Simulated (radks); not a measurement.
# Li⁺ inside a hard spherical wall

One table from this session's results is given with a row withheld; the runs are named, their logs left out.

Method: scalar-relativistic Kohn-Sham, r2SCAN, spin-unpolarised, spherical densities, finite nucleus. Code: radks (a radial shooting solver on a logarithmic mesh, Libxc functionals) version 1.

## The atom as given

- element: lithium (Z = 3)
- charge: +1
- electrons: 2
- configuration: [He]
- nuclear rms radius: 2.444 fm

Outer shells as boxes (Hund's rule):

Li⁺
```
1s [↑↓]
```

Set-up of the first run:

Input:

```text
Z 3
configuration [He] 2s0 2p0
relativity scalar-relativistic
functional r2scan,r2scan
spin unpolarised
nucleus finite rms 2.444 fm
c 137.035999084
```

Among the steps run: The free atom; Wall at 12 bohr; Wall at 10 bohr; Wall at 8 bohr; Wall at 4 bohr; Wall at 3 bohr; Wall at 2.5 bohr.

One table of the session follows, with a row left open; its other results are not shown here.

| R (bohr) | E − E(free) (eV) | ε(1s) (eV) |
| --- | --- | --- |
| free | 0.000 | -61.925 |
| 12 | 0.000 | -61.925 |
| 10 | 0.000 | -61.925 |
| 8 | 0.000 | -61.925 |
| 4 | 0.000 | -61.923 |
| 3 | ? | ? |
| 2.5 | 0.180 | -61.594 |

**Question.** Estimate the row for R (bohr) = 3.

Worked estimate for «E − E(free) (eV)». A straight line through the neighbours (4, 0.000) and (2.5, 0.180) gives 0.000 + (0.180 − 0.000) × (3 − 4) / (2.5 − 4) = 0.120; a parabola fitted to 3 rows on both sides gives 0.109.

**Answer.** E − E(free) (eV): 0.026; ε(1s) (eV): -61.865. In «E − E(free) (eV)» the line misses by +0.094 and the parabola by +0.083. Between these rows the values bend or scatter more than so simple an estimate can follow.

Shells are not refilled when levels cross, and a hard wall is a model, not a crystal.
